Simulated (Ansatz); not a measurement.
**C2H5BS: basis-set convergence**

How large a basis does C2H5BS need? Two functionals are run in growing sets.

The runs use Ansatz 0.2.0, Gaussian basis; one geometry, several basis sets.

Levels to be run: PBE0-D4/def2-SVP; ωB97M-V/def2-SVP; PBE0-D4/def2-QZVPP; ωB97M-V/def2-QZVPP; the functionals' def2-TZVPP values are taken from earlier runs.

## 1. The geometry

All runs share one geometry, relaxed beforehand with PBE0-D4 in a triple-zeta def2 set.

SMILES `BC(=C)S`, 9 atoms, charge 0, spin multiplicity 1.

Atoms are counted from 1 here; the program's logs count them from 0.

Bond lengths: B1–C2 1.538 Å, B1–H5 1.195 Å, B1–H6 1.197 Å, C2–C3 1.345 Å, C2–S4 1.762 Å, C3–H7 1.087 Å, C3–H8 1.083 Å, S4–H9 1.340 Å. Angles: C2–B1–H5 118.2°, C2–B1–H6 121.7°, H5–B1–H6 120.0°, B1–C2–C3 118.7°, B1–C2–S4 121.6°, C3–C2–S4 119.8°, C2–C3–H7 123.5°, C2–C3–H8 119.4°, H7–C3–H8 117.2°, C2–S4–H9 96.5°.

## 2. PBE0-D4 in def2-SVP

The input, in.yaml:

```yaml
crystal:
  periodic: [false, false, false]
  atoms:
    - {symbol: B, position_ang: [-0.365301, 0.836631, -0.852973]}
    - {symbol: C, position_ang: [0.018817, -0.161378, 0.251947]}
    - {symbol: C, position_ang: [1.054586, -0.992192, 0.038783]}
    - {symbol: S, position_ang: [-0.863365, -0.236367, 1.774890]}
    - {symbol: H, position_ang: [0.274908, 0.836938, -1.862435]}
    - {symbol: H, position_ang: [-1.277665, 1.599675, -0.722591]}
    - {symbol: H, position_ang: [1.392377, -1.727220, 0.764278]}
    - {symbol: H, position_ang: [1.592347, -0.940386, -0.900104]}
    - {symbol: H, position_ang: [-1.738305, 0.738097, 1.491005]}
basis:
  gaussian: {orbitals: def2-SVP}
hamiltonian: {xc: pbe0, dispersion: d4}
output: {orbitals: {seedname: orbitals}}
```

Started as:

```
ansatz run in.yaml --threads 2 --pin off --events-out ev --progress --plain --max-ram 4352MiB
```

Standard output:

```text
Functional definition: PBE0
  name "PBE0"
  cite "Adamo & Barone, J. Chem. Phys. 110, 6158 (1999) doi:10.1063/1.478522"
  cite "Perdew, Burke & Ernzerhof, Phys. Rev. Lett. 77, 3865 (1996) doi:10.1103/PhysRevLett.77.3865"
  parent pbe
  parameter a = 0.25
  parameter kappa = 0.804
  parameter beta = 0.06672455060314922
  exchange = (1 - a)*pbe_x(kappa = kappa, mu = beta*pi^2/3) + a*exact_x
  correlation = pbe_c(beta = beta)
968 factors; their error is unknown
mean field evaluation 1: about -13647.5380 eV, gradient 4.3e1 eV
mean field evaluation 2: about -13642.5323 eV, gradient 5.9e1 eV
mean field evaluation 4: about -13652.7884 eV, gradient 5.2e0 eV
mean field evaluation 8: about -13652.8646 eV, gradient 2.5e-1 eV
mean field evaluation 16: about -13652.9098 eV, gradient 5.9e-5 eV
mean field -13652.90980513 eV, -501.7351810639 hartree, gradient 5.9e-5 eV, S^2 0.000000; 0 other end points of the search recorded, 0 dependent functions left out
reference -13652.90982894 eV, -501.7351819389 hartree; 19, 19 occupied and 66, 66 virtual orbitals, 968 factors
Total energy: -13653.06214833 eV, -501.7407795734 hartree
```

It took 0.95 s on 2 threads of Arm Neoverse V2, shared host.

## 3. ωB97M-V in def2-SVP

in.yaml, as its differences from that of step 2:

```diff
@@ -14,3 +14,3 @@
   gaussian: {orbitals: def2-SVP}
-hamiltonian: {xc: pbe0, dispersion: d4}
+hamiltonian: {xc: {name: wB97M-V}}
 output: {orbitals: {seedname: orbitals}}
```

Launched as before.

Standard output, shortened:

```text
Functional definition: wB97M-V
  name "wB97M-V"
  cite "Mardirossian & Head-Gordon, J. Chem. Phys. 144, 214110 (2016) doi:10.1063/1.4952647"
  cite "Becke, J. Chem. Phys. 107, 8554 (1997) doi:10.1063/1.475007"
  cite "Vydrov & Van Voorhis, J. Chem. Phys. 133, 244103 (2010) doi:10.1063/1.3521275"
  # Of w^i u^j: cxij and so on, Table III.
[...]
  gx(w, u) = 1 - cx + cx01*u + cx10*w
  gss(w, u) = css00 + css04*u^4 + css10*w + css20*w^2 + css43*w^4*u^3
  gos(w, u) = cos00 + cos10*w + (cos20 + cos21*u)*w^2 + (cos60 + cos61*u)*w^6
[...]
      + integral(e_c_pw_mod_opposite_spin*gos(b97_w_opposite, b97_u_opposite)) + vv10(b, c)
965 factors; their error is unknown
257 factors; integrals over basis functions are off by at most 1.2e-5 eV
[...]
mean field -13658.08914609 eV, -501.9255183335 hartree, gradient 2.6e-5 eV, S^2 0.000000; 0 other end points of the search recorded, 0 dependent functions left out
reference -13658.08918419 eV, -501.9255197336 hartree; 19, 19 occupied and 66, 66 virtual orbitals, 965 factors
Total energy: -13658.08918419 eV, -501.9255197336 hartree
```

Run time: 3.7 s. Hardware: 2 threads of Arm Neoverse V2, shared host.

## 4. PBE0-D4 in def2-QZVPP

in.yaml, as its differences from that of step 3:

```diff
@@ -13,4 +13,4 @@
 basis:
-  gaussian: {orbitals: def2-SVP}
-hamiltonian: {xc: {name: wB97M-V}}
+  gaussian: {orbitals: "def2-QZVPP.json"}
+hamiltonian: {xc: pbe0, dispersion: d4}
 output: {orbitals: {seedname: orbitals}}
```

Same command.

Standard output:

```text
Functional definition: PBE0
  name "PBE0"
  cite "Adamo & Barone, J. Chem. Phys. 110, 6158 (1999) doi:10.1063/1.478522"
  cite "Perdew, Burke & Ernzerhof, Phys. Rev. Lett. 77, 3865 (1996) doi:10.1103/PhysRevLett.77.3865"
  parent pbe
  parameter a = 0.25
  parameter kappa = 0.804
  parameter beta = 0.06672455060314922
  exchange = (1 - a)*pbe_x(kappa = kappa, mu = beta*pi^2/3) + a*exact_x
  correlation = pbe_c(beta = beta)
1229 factors; their error is unknown
mean field evaluation 1: about -13650.4641 eV, gradient 6.2e1 eV
mean field evaluation 2: about -13636.1410 eV, gradient 9.2e1 eV
mean field evaluation 4: about -13660.1663 eV, gradient 6.8e0 eV
mean field evaluation 8: about -13660.2946 eV, gradient 2.1e-1 eV
mean field evaluation 16: about -13660.3068 eV, gradient 2.1e-4 eV
mean field -13660.30676935 eV, -502.0070144852 hartree, gradient 1.7e-5 eV, S^2 0.000000; 0 other end points of the search recorded, 0 dependent functions left out
reference -13660.30680609 eV, -502.0070158353 hartree; 19, 19 occupied and 372, 372 virtual orbitals, 1229 factors
Total energy: -13660.45912548 eV, -502.0126134698 hartree
```

It took 6.5 s on 2 threads of Arm Neoverse V2, shared host; peak memory 1 GiB.

## 5. ωB97M-V in def2-QZVPP

in.yaml, as its differences from that of step 4:

```diff
@@ -14,3 +14,3 @@
   gaussian: {orbitals: "def2-QZVPP.json"}
-hamiltonian: {xc: pbe0, dispersion: d4}
+hamiltonian: {xc: {name: wB97M-V}}
 output: {orbitals: {seedname: orbitals}}
```

Same command.

Standard output, shortened:

```text
Functional definition: wB97M-V
  name "wB97M-V"
  cite "Mardirossian & Head-Gordon, J. Chem. Phys. 144, 214110 (2016) doi:10.1063/1.4952647"
  cite "Becke, J. Chem. Phys. 107, 8554 (1997) doi:10.1063/1.475007"
  cite "Vydrov & Van Voorhis, J. Chem. Phys. 133, 244103 (2010) doi:10.1063/1.3521275"
  # Of w^i u^j: cxij and so on, Table III.
[...]
  gx(w, u) = 1 - cx + cx01*u + cx10*w
  gss(w, u) = css00 + css04*u^4 + css10*w + css20*w^2 + css43*w^4*u^3
  gos(w, u) = cos00 + cos10*w + (cos20 + cos21*u)*w^2 + (cos60 + cos61*u)*w^6
[...]
      + integral(e_c_pw_mod_opposite_spin*gos(b97_w_opposite, b97_u_opposite)) + vv10(b, c)
1201 factors; their error is unknown
322 factors; integrals over basis functions are off by at most 1.3e-5 eV
[...]
mean field -13665.64306724 eV, -502.2031198154 hartree, gradient 6.8e-5 eV, S^2 0.000000; 0 other end points of the search recorded, 0 dependent functions left out
reference -13665.64312686 eV, -502.2031220066 hartree; 19, 19 occupied and 372, 372 virtual orbitals, 1201 factors
Total energy: -13665.64312686 eV, -502.2031220066 hartree
```

Run time: 17 s. Hardware: 2 threads of Arm Neoverse V2, shared host; peak memory 1.2 GiB.

## 6. Density functionals: the series

The def2-TZVPP values come from earlier runs at the same geometry.

| functional | basis | functions | energy (eV) | from the largest (eV) | HOMO (eV) | LUMO (eV) |
| --- | --- | --- | --- | --- | --- | --- |
| PBE0-D4 | def2-SVP | 85 | -13653.0621 | 7.397 | -6.59 | -2.19 |
| PBE0-D4 | def2-TZVPP | 205 | -13659.9634 | 0.496 | -6.73 | -2.29 |
| PBE0-D4 | def2-QZVPP | 391 | -13660.4591 | 0.000 | -6.76 | -2.32 |
| ωB97M-V | def2-SVP | 85 | -13658.0892 | 7.554 | -8.66 | -0.11 |
| ωB97M-V | def2-TZVPP | 205 | -13665.1708 | 0.472 | -8.82 | -0.29 |
| ωB97M-V | def2-QZVPP | 391 | -13665.6431 | 0.000 | -8.85 | -0.34 |

## 7. Outcome

| quantity | value |
| --- | --- |
| PBE0-D4: double and triple zeta above quadruple | 7.40, 0.50 eV |
| ωB97M-V: double and triple zeta above quadruple | 7.55, 0.47 eV |

PBE0-D4 gains 6.90 eV from double to triple zeta, then 0.50 eV more. Total energies overstate the basis error of differences, where much of it tends to cancel.

For PBE0-D4 the largest set took about 7 times as long as the smallest (6.5 s against 0.95 s).
